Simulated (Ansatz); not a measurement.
BH7P2Si, SMILES [SiH3]PBP: an atomisation energy, run with Ansatz's Python interface.

The script, `tae_bh7p2si.py`:
```python
# -*- coding: utf-8 -*-
"""Atomisation energy of BH7P2Si at the given geometry."""

from collections import Counter

import ansatz as az


def energy_of(molecule, charge=0, unpaired=0):
    calc = molecule.calculation().basis(gaussian="6-31G*").functional("HF")
    if charge:
        calc = calc.charge(charge)
    if unpaired:
        calc = calc.spin("collinear", total=unpaired)
    return calc.run().report["free_energy_ev"]


def main():
    geometry_ang = [
        ("Si", (1.5957, 0.6535, -0.7094)),
        ("P", (0.5454, -1.2585, -0.3703)),
        ("B", (-1.2091, -0.4641, -0.5199)),
        ("P", (-2.2495, -0.067, 1.0572)),
        ("H", (1.428, 1.0617, -2.112)),
        ("H", (3.026, 0.4837, -0.4141)),
        ("H", (1.0354, 1.6875, 0.1738)),
        ("H", (0.617, -1.1652, 1.0774)),
        ("H", (-1.6362, -0.1878, -1.5857)),
        ("H", (-1.1571, 0.6144, 1.7302)),
        ("H", (-1.9957, -1.3581, 1.6728)),
    ]
    molecule = az.Crystal.molecule()
    for symbol, xyz in geometry_ang:
        molecule = molecule.atom(symbol, xyz)

    # Hund ground states
    unpaired = {"Si": 2, "P": 3, "B": 1, "H": 1}
    counts = Counter(site.symbol for site in molecule.cartesian_sites)
    atom_energy = {s: energy_of(az.Crystal.molecule().atom(s, (0, 0, 0)), 0, unpaired[s]) for s in counts}
    whole = energy_of(molecule, 0, 0)
    for s, e in atom_energy.items():
        print(f"{s:2s} x{counts[s]}  {e:14.5f} eV")
    print(f"BH7P2Si: {whole:.5f} eV")
    split = sum(counts[s] * e for s, e in atom_energy.items()) - whole
    print(f"atomisation energy (no zero-point term): {96.485332 * split:.1f} kJ/mol, {split / sum(counts.values()):.3f} eV an atom")


if __name__ == "__main__":
    main()
```

What does it cost to take this molecule apart into atoms?

2260.8 kJ/mol from the electronic energies, without the zero-point term.

The run itself:

```console
$ python tae_bh7p2si.py
Si x1     -7859.51328 eV
P  x2     -9270.65274 eV
B  x1      -667.27862 eV
H  x7       -13.55761 eV
BH7P2Si: -27186.43205 eV
atomisation energy (no zero-point term): 2260.8 kJ/mol, 2.130 eV an atom
```

Reading the output:
- Total energies depend on the basis set; only differences at equal settings carry meaning.
- The geometry is a force-field or estimated start, not a minimum of this method, and the basis set is short of its limit. All parts are taken at fixed geometry, without zero-point energy.
- Hartree-Fock leaves correlation out, so bond, atomisation and ionisation energies come out well too low.
- Hardware and time: 1.5 s on 1 thread of Arm Neoverse V2, with other jobs on the host, peak memory 0.2 GiB.
